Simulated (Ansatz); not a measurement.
# Cu3H3: the cost of one run

Computed with Ansatz 0.2.0, Gaussian basis. Level: the settings change from run to run.

## Step 1: The relaxed structure

An earlier PBE0-D4/def2-SVPD relaxation fixed the geometry.

6 atoms, charge -1, spin multiplicity 2.

Atoms are counted from 1 here; the program's logs count them from 0.

Bond lengths: Cu1–Cu2 2.447 Å, Cu1–Cu3 2.479 Å, Cu1–H5 1.597 Å, Cu1–H6 1.599 Å, Cu2–H5 1.647 Å, Cu3–H4 1.546 Å, Cu3–H6 1.619 Å. Angles: Cu2–Cu1–Cu3 156.8°, Cu2–Cu1–H5 41.8°, Cu2–Cu1–H6 138.5°, Cu3–Cu1–H5 142.9°, Cu3–Cu1–H6 39.9°, H5–Cu1–H6 174.7°, Cu1–Cu2–H5 40.3°, Cu1–Cu3–H4 147.0°, Cu1–Cu3–H6 39.3°, H4–Cu3–H6 173.7°, Cu1–H5–Cu2 97.9°, Cu1–H6–Cu3 100.7°.

## Step 2: CCSD/6-31G

Input file in.yaml:

```yaml
crystal:
  periodic: [false, false, false]
  atoms:
    - {symbol: Cu, position_ang: [0.682071, -0.113475, 0.004988]}
    - {symbol: Cu, position_ang: [2.824058, 1.057739, -0.161090]}
    - {symbol: Cu, position_ang: [-1.758315, -0.359686, 0.363711]}
    - {symbol: H, position_ang: [-3.176434, -0.226364, -0.237068]}
    - {symbol: H, position_ang: [1.780275, 0.206780, -1.109313]}
    - {symbol: H, position_ang: [-0.351654, -0.564984, 1.138772]}
basis:
  gaussian: {orbitals: 6-31G}
total_charge: -1
magnetization: {spin_polarized: true, initial_magnetization: 1}
hamiltonian: {xc: {name: HF}}
correlation: {method: ccsd}
scf: {omitted_lower_state_checks: [starts]}
```

On the command line:

```bash
> ansatz run in.yaml --threads 4 --pin off --events-out ev --progress --plain --max-ram 3916MiB
```

**Question.** How long does this run take on 4 threads of Arm Neoverse V2, shared host, and how much memory does it need?

About 32 s, with a peak of 1 GiB.
